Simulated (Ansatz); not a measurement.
# C2H6BClO2: the cost of one run

Method: DFT PBE+D3(BJ), Gaussian basis def2-SVP, and further levels as typed in the inputs, in Ansatz 0.2.0.

### Step 1. The system as given

Bond lengths: C1–O2 1.408 Å, O2–B3 1.474 Å, B3–Cl4 1.846 Å, B3–O5 1.474 Å, O5–C6 1.408 Å, C1–H7 1.115 Å, C1–H8 1.109 Å, C1–H9 1.112 Å, C6–H10 1.109 Å, C6–H11 1.115 Å, C6–H12 1.112 Å. Angles (14 of 17 angles, heavy atoms first): C1–O2–B3 109.0°, O2–B3–Cl4 119.3°, O2–B3–O5 120.1°, Cl4–B3–O5 119.3°, B3–O5–C6 109.0°, O2–C1–H7 112.0°, O2–C1–H8 108.3°, O2–C1–H9 111.6°, O5–C6–H10 108.3°, O5–C6–H11 112.0°, O5–C6–H12 111.6°, H7–C1–H8 107.0°, H7–C1–H9 110.8°, H8–C1–H9 106.9°.

As a file:

```xyz
12

C    -1.8337   -0.2467   -0.0389
O    -1.1143   -0.3630    1.1653
B     0.1547    0.3761    1.0406
Cl    0.2242    2.1462    1.5587
O     1.4110   -0.3511    0.7857
C     1.7434   -0.2298   -0.5767
H    -2.0410    0.8173   -0.3006
H    -2.8163   -0.7447    0.0930
H    -1.3167   -0.7662   -0.8755
H     2.7259   -0.7185   -0.7402
H     1.8548    0.8357   -0.8863
H     1.0081   -0.7552   -1.2251
```

### Step 2. Relaxing the atoms: C2H6BClO2

File input.yaml:

```yaml
relax:
  f_tol: 0.01
  max_steps: 200
crystal:
  periodic: [false, false, false]
  atoms:
    - { symbol: C, position_ang: [-1.833741, -0.246699, -0.038892] }
    - { symbol: O, position_ang: [-1.114316, -0.363027, 1.165349] }
    - { symbol: B, position_ang: [0.154668, 0.376115, 1.040612] }
    - { symbol: Cl, position_ang: [0.224201, 2.1462, 1.558716] }
    - { symbol: O, position_ang: [1.411004, -0.351103, 0.785698] }
    - { symbol: C, position_ang: [1.743448, -0.229811, -0.576679] }
    - { symbol: H, position_ang: [-2.04102, 0.817264, -0.300622] }
    - { symbol: H, position_ang: [-2.816264, -0.744712, 0.092957] }
    - { symbol: H, position_ang: [-1.316746, -0.766156, -0.875539] }
    - { symbol: H, position_ang: [2.725864, -0.718544, -0.740234] }
    - { symbol: H, position_ang: [1.854772, 0.835657, -0.88631] }
    - { symbol: H, position_ang: [1.008131, -0.755184, -1.225055] }
basis:
  gaussian: { orbitals: def2-SVP }
hamiltonian:
  xc: pbe
  dispersion: d3bj
```

Run with:

```bash
> ansatz run input.yaml --threads 2 --pin off --max-ram 6144MiB --backend cpu --events-out ev --progress --plain --runs-dir out
```

What time and memory should one allow on 2 threads of INTEL XEON PLATINUM 8581C at 2.30GHz (Emerald Rapids), shared host?

About 37 s, with a peak of 0.18 GiB.
